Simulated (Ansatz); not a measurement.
B₂H₈SiSn, SMILES B[SiH2][SnH2][BH2], a single point from an input written key by key

Run with the Python package of Ansatz (0.2.0).

Script `b2h8sisn_deck.py`:
```python
"""B2H8SiSn through the session interface."""

import ansatz as az
import numpy as np

DECK = """
crystal:
  periodic: [false, false, false]
  atoms:
    - { symbol: B, position_ang: [-1.0772, 1.609, -1.034] }
    - { symbol: Si, position_ang: [-0.9054, 0.9721, 0.7555] }
    - { symbol: Sn, position_ang: [1.0478, -0.5658, 0.7937] }
    - { symbol: B, position_ang: [0.8806, -2.1169, -0.7464] }
    - { symbol: H, position_ang: [-1.2979, 0.895, -1.9575] }
    - { symbol: H, position_ang: [-1.0708, 2.8314, -1.2518] }
    - { symbol: H, position_ang: [-2.0814, 0.236, 1.1563] }
    - { symbol: H, position_ang: [-0.6427, 2.1119, 1.6767] }
    - { symbol: H, position_ang: [1.2078, -1.299, 2.4273] }
    - { symbol: H, position_ang: [2.5391, 0.3438, 0.4905] }
    - { symbol: H, position_ang: [1.6191, -2.9608, -0.8735] }
    - { symbol: H, position_ang: [-0.142, -2.1118, -1.4029] }
basis:
  gaussian: { orbitals: def2-SVP }
hamiltonian:
  xc: r2scan
output:
  forces: true
"""


def main() -> None:
    session = az.Session.from_yaml(DECK)
    report = session.plan(threads=1).execute().report

    for key in ("converged", "free_energy_ev", "reference_energy_ev", "n_frozen", "n_occupied", "n_virtual"):
        print(f"{key:22s} {report[key]}")
    symbols = ["B", "Si", "Sn", "B", "H", "H", "H", "H", "H", "H", "H", "H"]
    state = report["mean_field"]["state"]
    print(f"mean field: {state['energy']['hartree']:.7f} Ha, <S^2> = {abs(state['spin_squared']):.4f}, stability: {state.get('stability', {}).get('kind')}")

    forces = np.array(report["forces_ev_ang"])
    print("largest force", round(float(np.linalg.norm(forces, axis=1).max()), 4), "eV/A, rms", round(float(np.sqrt((forces ** 2).mean())), 4))
    charges = report["charge_distribution"]
    print("dipole moment", round(4.803205 * float(np.linalg.norm(charges["dipole_moment_e_ang"])), 3), "D")
    print("Mulliken:", [(s, round(q, 3)) for s, q in zip(symbols, charges["mulliken_charges_e"])])


if __name__ == "__main__":
    main()
```

```console
$ python b2h8sisn_deck.py
converged              True
free_energy_ev         -15185.554220691221
reference_energy_ev    -15185.554220691221
n_frozen               0
n_occupied             [27, 27]
n_virtual              [85, 85]
mean field: -558.0588245 Ha, <S^2> = 0.0000, stability: minimum
largest force 2.2165 eV/A, rms 0.7734
dipole moment 0.929 D
Mulliken: [('B', -0.038), ('Si', 0.049), ('Sn', 0.199), ('B', -0.011), ('H', 0.006), ('H', 0.005), ('H', -0.031), ('H', -0.043), ('H', -0.068), ('H', -0.074), ('H', 0.005), ('H', 0.001)]
```

What to keep in mind:
- Total energies depend on the basis set; only differences at equal settings carry meaning.
- The geometry is a force-field or estimated start, not a minimum of this method, and the basis set is short of its limit.
- def2 sets replace the cores of elements past krypton by effective core potentials.
- Finished in 8.1 s on 1 thread of Arm Neoverse V1, with other jobs on the host, peak memory 0.22 GiB.

(Lines on the test bed's own set-up are left out of the output.)
